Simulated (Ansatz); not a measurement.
# Cu2O: a point defect seen from the nuclei (Mg on a Cu site), part 2 of 2

Wanted: the field gradients around Mg on a Cu site in Cu2O, cell charge +1, before and after the neighbours move. The cell is a supercell built from a structure deposited in the COD (the entry's cell lengths or inner coordinates differ somewhat from later room-temperature determinations). Planned: a single point, then a relaxation.

Ansatz 0.2.0; DFT, PBE, plane-wave PAW, default files, scalar-relativistic. Earlier steps stand in the parts before.

## (3) Ions relaxed

The COD entry's cell or inner coordinates are ideal or old and differ from later refinements, so a difference from it is no clean test against experiment.

Contents of input.yaml:

```yaml
crystal:
  lattice:
    - [8.52, 0.0, 0.0]
    - [0.0, 8.52, 0.0]
    - [0.0, 0.0, 8.52]
  atoms:
    - { symbol: Mg, position: [0.125, 0.125, 0.125] }
    - { symbol: Cu, position: [0.125, 0.125, 0.625] }
    - { symbol: Cu, position: [0.125, 0.625, 0.125] }
    - { symbol: Cu, position: [0.125, 0.625, 0.625] }
    - { symbol: Cu, position: [0.625, 0.125, 0.125] }
    - { symbol: Cu, position: [0.625, 0.125, 0.625] }
    - { symbol: Cu, position: [0.625, 0.625, 0.125] }
    - { symbol: Cu, position: [0.625, 0.625, 0.625] }
    - { symbol: Cu, position: [0.125, 0.375, 0.375] }
    - { symbol: Cu, position: [0.125, 0.375, 0.875] }
    - { symbol: Cu, position: [0.125, 0.875, 0.375] }
    - { symbol: Cu, position: [0.125, 0.875, 0.875] }
    - { symbol: Cu, position: [0.625, 0.375, 0.375] }
    - { symbol: Cu, position: [0.625, 0.375, 0.875] }
    - { symbol: Cu, position: [0.625, 0.875, 0.375] }
    - { symbol: Cu, position: [0.625, 0.875, 0.875] }
    - { symbol: Cu, position: [0.375, 0.375, 0.125] }
    - { symbol: Cu, position: [0.375, 0.375, 0.625] }
    - { symbol: Cu, position: [0.375, 0.875, 0.125] }
    - { symbol: Cu, position: [0.375, 0.875, 0.625] }
    - { symbol: Cu, position: [0.875, 0.375, 0.125] }
    - { symbol: Cu, position: [0.875, 0.375, 0.625] }
    - { symbol: Cu, position: [0.875, 0.875, 0.125] }
    - { symbol: Cu, position: [0.875, 0.875, 0.625] }
    - { symbol: Cu, position: [0.375, 0.125, 0.375] }
    - { symbol: Cu, position: [0.375, 0.125, 0.875] }
    - { symbol: Cu, position: [0.375, 0.625, 0.375] }
    - { symbol: Cu, position: [0.375, 0.625, 0.875] }
    - { symbol: Cu, position: [0.875, 0.125, 0.375] }
    - { symbol: Cu, position: [0.875, 0.125, 0.875] }
    - { symbol: Cu, position: [0.875, 0.625, 0.375] }
    - { symbol: Cu, position: [0.875, 0.625, 0.875] }
    - { symbol: O, position: [0.0, 0.0, 0.0] }
    - { symbol: O, position: [0.0, 0.0, 0.5] }
    - { symbol: O, position: [0.0, 0.5, 0.0] }
    - { symbol: O, position: [0.0, 0.5, 0.5] }
    - { symbol: O, position: [0.5, 0.0, 0.0] }
    - { symbol: O, position: [0.5, 0.0, 0.5] }
    - { symbol: O, position: [0.5, 0.5, 0.0] }
    - { symbol: O, position: [0.5, 0.5, 0.5] }
    - { symbol: O, position: [0.25, 0.25, 0.25] }
    - { symbol: O, position: [0.25, 0.25, 0.75] }
    - { symbol: O, position: [0.25, 0.75, 0.25] }
    - { symbol: O, position: [0.25, 0.75, 0.75] }
    - { symbol: O, position: [0.75, 0.25, 0.25] }
    - { symbol: O, position: [0.75, 0.25, 0.75] }
    - { symbol: O, position: [0.75, 0.75, 0.25] }
    - { symbol: O, position: [0.75, 0.75, 0.75] }
total_charge: 1
kpoints:
  mp_grid: { grid: [2, 2, 2] }
scf:
  occupations: { method: fermi_dirac, width: 0.01 }
hamiltonian:
  xc: pbe
  pseudopotentials: { kind: paw }
output:
  forces: true
  stress: true
  populations: true
  efg:
    quadrupole_moments_barn: { Mg: 0.1994, Cu: -0.22, O: -0.02558 }
    contact_densities: true
relax:
  f_tol: 0.03
  max_steps: 40
```

Command:

```bash
$ ansatz run input.yaml --threads 4 --pin off --max-ram 8192MiB --backend cpu --events-out ev --progress --plain --runs-dir out
```

The log of the run:

```text
[... 1 line left out ...]
Warning: RAYON_NUM_THREADS=4 ignored (pool sized by the plan → 4); use --threads N
[... 10 set-up lines as earlier in the session ...]
Crystal: 48 atoms, lattice volume = 618.470 Å³
Basis set: ecut = 420 eV, 12053 PW (Γ), exchange–correlation on 120×120×120 points (8 copies of the dense FFT grid, shifted against one another)
Bands: 417, of which v1, the nominal top of the filled ones, is band 347 counted from 1 (346 counted from 0)
[... 2 set-up lines as earlier in the session ...]
k-points: 4 of 8
[... 10 set-up lines as earlier in the session ...]
SCF iter   1: F=—  HF=-216375.682300 eV  |F-HF|=—  |Δ(HF+E_count)|=         —  Δρ=2.36e-2  dr2=2.25e0  ethr=1.77e-3  ⟨swp⟩=6.0  Hψ=6097  notcnv=0
preconditioner: auto → Resta (q_TF=auto, 2.781 Å⁻¹)  ε∞=10.7  [insulator: Δε(μ)=0.528 eV  Ē_g=10.028 eV  σ=0.010 eV  W_gap=1.00  n_scr=250 (ndim 8)  ℏωp=31.2 eV  f_vac=0.019  D(μ)=0.00/eV (n_scr^D=0)  ε∞_Penn≈10.7]
SCF iter   2: F=—  HF=-216375.499754 eV  |F-HF|=—  |Δ(HF+E_count)|=   1.83e-1  Δρ=1.57e-2  dr2=7.31e-1  ethr=3.25e-4  ⟨swp⟩=2.0  Hψ=2566  notcnv=0  defer=254
SCF iter   3: F=—  HF=-216375.245176 eV  |F-HF|=—  |Δ(HF+E_count)|=   2.55e-1  Δρ=2.95e-3  dr2=7.29e-2  ethr=1.05e-4  ⟨swp⟩=2.0  Hψ=2480  notcnv=0  defer=254
SCF iter   4: F=—  HF=-216375.245765 eV  |F-HF|=—  |Δ(HF+E_count)|=   5.89e-4  Δρ=2.32e-3  dr2=1.84e-2  ethr=1.05e-5  ⟨swp⟩=2.0  Hψ=2569  notcnv=0  defer=254
SCF iter   5: F=—  HF=-216375.257117 eV  |F-HF|=—  |Δ(HF+E_count)|=   1.14e-2  Δρ=3.46e-3  dr2=4.88e-2  ethr=2.65e-6  ⟨swp⟩=2.5  Hψ=2833  notcnv=0  defer=254
SCF iter   6: F=—  HF=-216375.252649 eV  |F-HF|=—  |Δ(HF+E_count)|=   4.47e-3  Δρ=1.23e-3  dr2=6.87e-3  ethr=2.65e-6  ⟨swp⟩=2.2  Hψ=2830  notcnv=0  defer=254
SCF iter   7: F=—  HF=-216375.251523 eV  |F-HF|=—  |Δ(HF+E_count)|=   1.13e-3  Δρ=5.09e-4  dr2=1.42e-3  ethr=9.91e-7  ⟨swp⟩=2.0  Hψ=2305  notcnv=0  defer=254
SCF iter   8: F=—  HF=-216375.251350 eV  |F-HF|=—  |Δ(HF+E_count)|=   1.73e-4  Δρ=2.16e-4  dr2=4.34e-4  ethr=2.05e-7  ⟨swp⟩=2.0  Hψ=2188  notcnv=0  defer=254
SCF iter   9: F=—  HF=-216375.251354 eV  |F-HF|=—  |Δ(HF+E_count)|=   3.27e-6  Δρ=2.19e-4  dr2=2.07e-4  ethr=6.25e-8  ⟨swp⟩=2.0  Hψ=2225  notcnv=0  defer=254
SCF iter  10: F=—  HF=-216375.251347 eV  |F-HF|=—  |Δ(HF+E_count)|=   6.82e-6  Δρ=2.05e-4  dr2=1.86e-4  ethr=2.98e-8  ⟨swp⟩=2.0  Hψ=2758  notcnv=0  defer=254
SCF iter  11: F=-216375.251302 eV  HF=-216375.251321 eV  |F-HF|=1.93e-5  |Δ(HF+E_count)|=   2.58e-5  Δρ=6.22e-5  dr2=1.91e-5  ethr=3.24e-9  ⟨swp⟩=2.0  Hψ=5529  notcnv=0
SCF 1 converged in 11 iterations: F = -216375.251302 eV  dr2 = 1.91e-5
relax step   1: F+E_penalty+E_count = -216375.25130164 eV  Δ(F+E_penalty+E_count) = +0.000e0 eV  max|allowed force component| = 3.528e-1 eV/Å  Δτ_max = 0.0000 Å  (11 SCF iters, dr2 threshold 2.25e-5 eV, accepted)
[... 12 lines left out ...]
relax step   2: F+E_penalty+E_count = -216375.28383242 eV  Δ(F+E_penalty+E_count) = -3.253e-2 eV  max|allowed force component| = 2.143e-1 eV/Å  Δτ_max = 0.0184 Å  (7 SCF iters, dr2 threshold 7.78e-6 eV, accepted)
[... 21 lines left out ...]
relax step   4: F+E_penalty+E_count = -216375.31282804 eV  Δ(F+E_penalty+E_count) = -1.830e-6 eV  max|allowed force component| = 1.025e-2 eV/Å  Δτ_max = 0.0000 Å  (5 SCF iters, accepted)
NSCF: frozen V_eff on 4 k-points
[... 1 line left out ...]
SCF converged after 5 iterations
Free energy (F): -216375.312828 eV
Harris-Foulkes:  -216375.312828 eV  (|F-HF|=1.14e-8)
Internal energy: -216375.312828 eV  (E = F + TS)
E sigma→0 (E₀):  -216375.312828 eV
Fermi energy:    11.149389 eV
--- Per-component energies (eV) ---
[... 15 lines left out ...]
--- Forces (eV/Å), atoms counted from 1 ---
  atom   1  Mg    -0.00000000    -0.00000000    -0.00000000
  atom   2  Cu    -0.00000000     0.00000000    -0.00000000
  atom   3  Cu     0.00000000    -0.00000000     0.00000000
  atom   4  Cu     0.00000000     0.00000000     0.00000000
  atom   5  Cu    -0.00000000    -0.00000000    -0.00000000
  atom   6  Cu    -0.00000000     0.00000000    -0.00000000
[... 42 lines left out ...]
  max |Σ_I F_I| component: 5.20e-18 eV/Å
--- Stress (GPa, compression-positive) ---
        3.871181       0.118242       0.118242
        0.118242       3.871181       0.118242
        0.118242       0.118242       3.871181
  P = ⅓ Tr σ = 3.8712 GPa (38.712 kbar)
--- PAW observables at the nuclei: V_zz in 10²¹ V/m², potentials from the cell's mean, atoms counted from 1 ---
  atom   1  Mg V_zz =    -6.451656   η = 0.0000   by run symmetry: allowed   C_q = -31.1065 MHz
            electrostatic potential = -1104.140548 V   contact ρ = 7797.442324 e/Å³
  atom   2  Cu V_zz =    -5.378026   η = 0.0593   by run symmetry: allowed   C_q = +28.6088 MHz
            electrostatic potential = -3756.622031 V   contact ρ = 147556.722163 e/Å³
  atom   3  Cu V_zz =    -5.378026   η = 0.0593   by run symmetry: allowed   C_q = +28.6088 MHz
            electrostatic potential = -3756.622031 V   contact ρ = 147556.722163 e/Å³
  atom   4  Cu V_zz =    -5.454066   η = 0.1335   by run symmetry: allowed   C_q = +29.0133 MHz
            electrostatic potential = -3756.591814 V   contact ρ = 147557.846048 e/Å³
  atom   5  Cu V_zz =    -5.378026   η = 0.0593   by run symmetry: allowed   C_q = +28.6088 MHz
            electrostatic potential = -3756.622031 V   contact ρ = 147556.722163 e/Å³
  atom   6  Cu V_zz =    -5.454066   η = 0.1335   by run symmetry: allowed   C_q = +29.0133 MHz
            electrostatic potential = -3756.591814 V   contact ρ = 147557.846048 e/Å³
  atom   7  Cu V_zz =    -5.454066   η = 0.1335   by run symmetry: allowed   C_q = +29.0133 MHz
            electrostatic potential = -3756.591814 V   contact ρ = 147557.846048 e/Å³
  atom   8  Cu V_zz =    -5.230437   η = 0.0000   by run symmetry: allowed   C_q = +27.8237 MHz
            electrostatic potential = -3756.689336 V   contact ρ = 147557.206633 e/Å³
  atom   9  Cu V_zz =    -5.456305   η = 0.0698   by run symmetry: allowed   C_q = +29.0252 MHz
            electrostatic potential = -3756.560742 V   contact ρ = 147557.501052 e/Å³
  atom  10  Cu V_zz =    -5.022385   η = 0.8140   by run symmetry: allowed   C_q = +26.7170 MHz
            electrostatic potential = -3756.345168 V   contact ρ = 147558.792611 e/Å³
  atom  11  Cu V_zz =    -5.022385   η = 0.8140   by run symmetry: allowed   C_q = +26.7170 MHz
            electrostatic potential = -3756.345168 V   contact ρ = 147558.792611 e/Å³
  atom  12  Cu V_zz =    -5.456305   η = 0.0698   by run symmetry: allowed   C_q = +29.0252 MHz
            electrostatic potential = -3756.560742 V   contact ρ = 147557.501052 e/Å³
  atom  13  Cu V_zz =    -5.226859   η = 0.0169   by run symmetry: allowed   C_q = +27.8047 MHz
            electrostatic potential = -3756.629629 V   contact ρ = 147556.719860 e/Å³
  atom  14  Cu V_zz =    -5.340834   η = 0.0574   by run symmetry: allowed   C_q = +28.4110 MHz
            electrostatic potential = -3756.637283 V   contact ρ = 147557.418287 e/Å³
  atom  15  Cu V_zz =    -5.340834   η = 0.0574   by run symmetry: allowed   C_q = +28.4110 MHz
            electrostatic potential = -3756.637283 V   contact ρ = 147557.418287 e/Å³
  atom  16  Cu V_zz =    -5.226859   η = 0.0169   by run symmetry: allowed   C_q = +27.8047 MHz
            electrostatic potential = -3756.629629 V   contact ρ = 147556.719860 e/Å³
  atom  17  Cu V_zz =    -5.456305   η = 0.0698   by run symmetry: allowed   C_q = +29.0252 MHz
            electrostatic potential = -3756.560742 V   contact ρ = 147557.501052 e/Å³
  atom  18  Cu V_zz =    -5.226859   η = 0.0169   by run symmetry: allowed   C_q = +27.8047 MHz
            electrostatic potential = -3756.629629 V   contact ρ = 147556.719860 e/Å³
  atom  19  Cu V_zz =    -5.022385   η = 0.8140   by run symmetry: allowed   C_q = +26.7170 MHz
            electrostatic potential = -3756.345168 V   contact ρ = 147558.792611 e/Å³
  atom  20  Cu V_zz =    -5.340834   η = 0.0574   by run symmetry: allowed   C_q = +28.4110 MHz
            electrostatic potential = -3756.637283 V   contact ρ = 147557.418287 e/Å³
  atom  21  Cu V_zz =    -5.022385   η = 0.8140   by run symmetry: allowed   C_q = +26.7170 MHz
            electrostatic potential = -3756.345168 V   contact ρ = 147558.792611 e/Å³
  atom  22  Cu V_zz =    -5.340834   η = 0.0574   by run symmetry: allowed   C_q = +28.4110 MHz
            electrostatic potential = -3756.637283 V   contact ρ = 147557.418287 e/Å³
  atom  23  Cu V_zz =    -5.456305   η = 0.0698   by run symmetry: allowed   C_q = +29.0252 MHz
            electrostatic potential = -3756.560742 V   contact ρ = 147557.501052 e/Å³
  atom  24  Cu V_zz =    -5.226859   η = 0.0169   by run symmetry: allowed   C_q = +27.8047 MHz
            electrostatic potential = -3756.629629 V   contact ρ = 147556.719860 e/Å³
  atom  25  Cu V_zz =    -5.456305   η = 0.0698   by run symmetry: allowed   C_q = +29.0252 MHz
            electrostatic potential = -3756.560742 V   contact ρ = 147557.501052 e/Å³
  atom  26  Cu V_zz =    -5.022385   η = 0.8140   by run symmetry: allowed   C_q = +26.7170 MHz
            electrostatic potential = -3756.345168 V   contact ρ = 147558.792611 e/Å³
  atom  27  Cu V_zz =    -5.226859   η = 0.0169   by run symmetry: allowed   C_q = +27.8047 MHz
            electrostatic potential = -3756.629629 V   contact ρ = 147556.719860 e/Å³
  atom  28  Cu V_zz =    -5.340834   η = 0.0574   by run symmetry: allowed   C_q = +28.4110 MHz
            electrostatic potential = -3756.637283 V   contact ρ = 147557.418287 e/Å³
  atom  29  Cu V_zz =    -5.022385   η = 0.8140   by run symmetry: allowed   C_q = +26.7170 MHz
            electrostatic potential = -3756.345168 V   contact ρ = 147558.792611 e/Å³
  atom  30  Cu V_zz =    -5.456305   η = 0.0698   by run symmetry: allowed   C_q = +29.0252 MHz
            electrostatic potential = -3756.560742 V   contact ρ = 147557.501052 e/Å³
  atom  31  Cu V_zz =    -5.340834   η = 0.0574   by run symmetry: allowed   C_q = +28.4110 MHz
            electrostatic potential = -3756.637283 V   contact ρ = 147557.418287 e/Å³
  atom  32  Cu V_zz =    -5.226859   η = 0.0169   by run symmetry: allowed   C_q = +27.8047 MHz
            electrostatic potential = -3756.629629 V   contact ρ = 147556.719860 e/Å³
  atom  33  O  V_zz =    -3.838515   η = 0.0000   by run symmetry: allowed   C_q = +2.3742 MHz
            electrostatic potential = -623.442222 V   contact ρ = 2155.884370 e/Å³
  atom  34  O  V_zz =    +0.725974   η = 0.3586   by run symmetry: allowed   C_q = -0.4490 MHz
            electrostatic potential = -623.057801 V   contact ρ = 2155.925692 e/Å³
  atom  35  O  V_zz =    +0.725974   η = 0.3586   by run symmetry: allowed   C_q = -0.4490 MHz
            electrostatic potential = -623.057801 V   contact ρ = 2155.925692 e/Å³
  atom  36  O  V_zz =    +0.264037   η = 0.7540   by run symmetry: allowed   C_q = -0.1633 MHz
            electrostatic potential = -623.184570 V   contact ρ = 2155.800588 e/Å³
  atom  37  O  V_zz =    +0.725974   η = 0.3586   by run symmetry: allowed   C_q = -0.4490 MHz
            electrostatic potential = -623.057801 V   contact ρ = 2155.925692 e/Å³
  atom  38  O  V_zz =    +0.264037   η = 0.7540   by run symmetry: allowed   C_q = -0.1633 MHz
            electrostatic potential = -623.184570 V   contact ρ = 2155.800588 e/Å³
  atom  39  O  V_zz =    +0.264037   η = 0.7540   by run symmetry: allowed   C_q = -0.1633 MHz
            electrostatic potential = -623.184570 V   contact ρ = 2155.800588 e/Å³
  atom  40  O  V_zz =    -0.254516   η = 0.0000   by run symmetry: allowed   C_q = +0.1574 MHz
            electrostatic potential = -623.255978 V   contact ρ = 2155.934866 e/Å³
  atom  41  O  V_zz =    -3.838515   η = 0.0000   by run symmetry: allowed   C_q = +2.3742 MHz
            electrostatic potential = -623.442222 V   contact ρ = 2155.884370 e/Å³
  atom  42  O  V_zz =    +0.725974   η = 0.3586   by run symmetry: allowed   C_q = -0.4490 MHz
            electrostatic potential = -623.057801 V   contact ρ = 2155.925692 e/Å³
  atom  43  O  V_zz =    +0.725974   η = 0.3586   by run symmetry: allowed   C_q = -0.4490 MHz
            electrostatic potential = -623.057801 V   contact ρ = 2155.925692 e/Å³
  atom  44  O  V_zz =    +0.264037   η = 0.7540   by run symmetry: allowed   C_q = -0.1633 MHz
            electrostatic potential = -623.184570 V   contact ρ = 2155.800588 e/Å³
  atom  45  O  V_zz =    +0.725974   η = 0.3586   by run symmetry: allowed   C_q = -0.4490 MHz
            electrostatic potential = -623.057801 V   contact ρ = 2155.925692 e/Å³
  atom  46  O  V_zz =    +0.264037   η = 0.7540   by run symmetry: allowed   C_q = -0.1633 MHz
            electrostatic potential = -623.184570 V   contact ρ = 2155.800588 e/Å³
  atom  47  O  V_zz =    +0.264037   η = 0.7540   by run symmetry: allowed   C_q = -0.1633 MHz
            electrostatic potential = -623.184570 V   contact ρ = 2155.800588 e/Å³
  atom  48  O  V_zz =    -0.254516   η = 0.0000   by run symmetry: allowed   C_q = +0.1574 MHz
            electrostatic potential = -623.255978 V   contact ρ = 2155.934866 e/Å³
--- Band table (eV) ---
[... 4 lines left out ...]
--- Relaxed structure (4 steps of the walk, 4 accepted, 0 SCFs on fresh bases) ---
  F+E_penalty+E_count = -216375.31282804 eV   max|allowed force component| = 1.025e-2 eV/Å
  atoms:
[... 48 lines left out ...]
--- Löwdin populations: 48 sites ---
  site symbol       q [e]
[... 48 lines left out ...]
  spilling = 0.004120 (of n_electrons = 694.000000)
```

It took 1.9 min on 4 threads of Arm Neoverse V2, shared host; peak memory 5 GiB.

Step by step:

| step | energy change (eV) | largest force component (eV/Å) |
| --- | --- | --- |
| 1 | 0.0000 | 0.353 |
| 2 | -0.0325 | 0.214 |
| 3 | -0.0615 | 0.010 |
| 4 | -0.0615 | 0.010 |

Largest displacement: 0.068 Å (atom 9 and its like, Cu); mean 0.019 Å.

State: gap on the mesh 0.48 eV, largest force 0.013 eV/Å, pressure 3.9 GPa.

Beside the values of step 2 (V_zz in 10²¹ V/m²):

| site | atoms | V_zz, PBE | V_zz, PBE relaxed | η, PBE | η, PBE relaxed |
| --- | --- | --- | --- | --- | --- |
| Mg | 1 | -7.36 | -6.45 | 0.00 | 0.00 |
| O33 | 33, 41 | -4.60 | -3.84 | 0.00 | 0.00 |
| Cu9 | 9, 12, 17, … | -5.42 | -5.46 | 0.08 | 0.07 |
| Cu10 | 10, 11, 19, … | -4.90 | -5.02 | 0.84 | 0.81 |
| O34 | 34, 35, 37, … | 0.94 | 0.73 | 0.27 | 0.36 |
| Cu2 | 2, 3, 5 | -5.42 | -5.38 | 0.10 | 0.06 |
| O36 | 36, 38, 39, … | -0.16 | 0.26 | 0.40 | 0.75 |
| Cu13 | 13, 16, 18, … | -5.27 | -5.23 | 0.01 | 0.02 |
| Cu14 | 14, 15, 20, … | -5.26 | -5.34 | 0.08 | 0.06 |
| O40 | 40, 48 | <0.01 | -0.25 | – | 0.00 |
| Cu4 | 4, 6, 7 | -5.36 | -5.45 | 0.15 | 0.13 |
| Cu8 | 8 | -5.31 | -5.23 | 0.00 | 0.00 |

Site by site (atoms counted from 1): 11 of 12, those nearest the defect, the farthest of each element and the two largest gradients.

| site | atoms | distance from the defect (Å) | V_zz (10²¹ V/m²) | η | C_Q (MHz) |
| --- | --- | --- | --- | --- | --- |
| Mg | 1 | 0.00 | -6.45 | 0.00 | -31.1 (²⁵Mg) |
| O33 | 33, 41 | 1.90 | -3.84 | 0.00 | 2.37 (¹⁷O) |
| Cu10 | 10, 11, 19, 21, … | 3.02 | -5.02 | 0.81 | 26.7 (⁶³Cu) |
| Cu9 | 9, 12, 17, 23, … | 3.06 | -5.46 | 0.07 | 29.0 (⁶³Cu) |
| O34 | 34, 35, 37, 42, … | 3.52 | 0.73 | 0.36 | -0.449 (¹⁷O) |
| Cu2 | 2, 3, 5 | 4.26 | -5.38 | 0.06 | 28.6 (⁶³Cu) |
| O36 | 36, 38, 39, 44, … | 4.65 | 0.26 | 0.75 | -0.163 (¹⁷O) |
| Cu13 | 13, 16, 18, 24, … | 5.21 | -5.23 | 0.02 | 27.8 (⁶³Cu) |
| Cu14 | 14, 15, 20, 22, … | 5.23 | -5.34 | 0.06 | 28.4 (⁶³Cu) |
| O40 | 40, 48 | 5.53 | -0.25 | 0.00 | 0.157 (¹⁷O) |
| Cu8 | 8 | 7.38 | -5.23 | 0.00 | 27.8 (⁶³Cu) |

Direction of the V_zz axis (Cartesian unit vector):

| site | atom | x | y | z |
| --- | --- | --- | --- | --- |
| Mg | 1 | 0.58 | 0.58 | 0.58 |
| Cu2 | 2 | 0.57 | 0.57 | 0.60 |
| Cu4 | 4 | 0.59 | 0.57 | 0.57 |
| Cu8 | 8 | 0.58 | 0.58 | 0.58 |
| Cu9 | 9 | -0.57 | 0.58 | 0.58 |
| Cu10 | 10 | -0.55 | 0.59 | 0.59 |
| Cu13 | 13 | 0.59 | -0.57 | -0.57 |
| Cu14 | 14 | -0.57 | 0.58 | 0.58 |
| O33 | 33 | 0.58 | 0.58 | 0.58 |
| O34 | 34 | -0.16 | -0.16 | 0.97 |

The sizes of the gradients above 0.15 moved by 2.2 % in the median, over a factor of two at the site that moves most (small gradients counted from 0.15; O40, <0.01 to -0.25), with a change of sign at O36.

## (4) Simulated spectra, from step 3

⁶³Cu (I = 3/2, Q = -220.0 mb) at 35.2 T, Larmor frequency 397.8 MHz. Second-order quadrupolar shifts of the central transition; chemical shifts are not computed, so all sites share one zero.

| site | count | C_Q (MHz) | η | ν_Q (MHz) | δ_QIS (ppm) |
| --- | --- | --- | --- | --- | --- |
| Cu10 | 6 | 26.7 | 0.81 | 13.4 | -137.7 |
| Cu9 | 6 | 29.0 | 0.07 | 14.5 | -133.3 |
| Cu2 | 3 | 28.6 | 0.06 | 14.3 | -129.5 |
| Cu13 | 6 | 27.8 | 0.02 | 13.9 | -122.2 |
| Cu14 | 6 | 28.4 | 0.06 | 14.2 | -127.7 |
| Cu8 | 1 | 27.8 | 0.00 | 13.9 | -122.3 |

⁶³Cu central transition, static powder:

kHz, intensity and a bar:
```
   -287.0          0 
   -253.2          6 ##
   -219.5          6 ##
   -185.7         32 #########
   -152.0        100 ##############################
   -118.3         61 ##################
    -84.5         53 ################
    -50.8         53 ################
    -17.0         56 #################
     16.7         50 ###############
     50.4         49 ###############
     84.2         77 #######################
    117.9          9 ##
    151.7          0
```

## (5) Summary of results

The summary covers parts 1 to 2.

```
                            quantity                                                                                                                                                         value
                      state (step 3)                                                                                           gap on the mesh 0.48 eV, largest force 0.013 eV/Å, pressure 3.9 GPa
    V_zz by site, step 3 (10²¹ V/m²)                                                                      Mg -6.45, O33 -3.84, Cu10 -5.02, Cu9 -5.46, O34 0.73, Cu2 -5.38, O36 0.26, Cu13 -5.23, …
         largest C_Q in size, step 3                                                                                                                                          31.1 MHz, ²⁵Mg at Mg
step 3 (ions relaxed) against step 2  2.2 % in the median, over a factor of two at the site that moves most (small gradients counted from 0.15; O40, <0.01 to -0.25), with a change of sign at O36
```

In words: Site Mg (2 O at 1.90 Å, angle 180°) carries the largest gradient. The runs allow no spin. The relaxation kept the symmetry R-3m, so a distorted place of lower energy may have been missed. Moves of at most 0.07 Å on relaxation changed gradients by over a factor of two in size at the worst site (2.2 % in the median) (gradients over 0.15 counted), so small moves matter. At 35.2 T the ⁶³Cu line of the largest coupling listed spans about 290 kHz, too broad for magic-angle spinning to narrow; it calls for wide-line methods. The defect repeats with the cell of 48 atoms, so it feels its images: sites between two images don't show the values beside a lone defect, and zeros or small values of η there can come from the images' arrangement. Cu carries a gradient in the pure host already, so the values there aren't the defect's effect alone. The relaxation keeps the site symmetry -3m of the start, so the impurity can't leave its site, and an angle of 180° at it is imposed, not found; a start off the site could end lower. A uniform background compensates the cell's charge. Semilocal functionals underestimate gradients at Cu(I), in Cu₂O by a fifth to nearly a half. With a gap of 0.5 eV on this mesh, small gradients can still move by 0.1 × 10²¹ V/m² or more as the k-mesh gets denser.
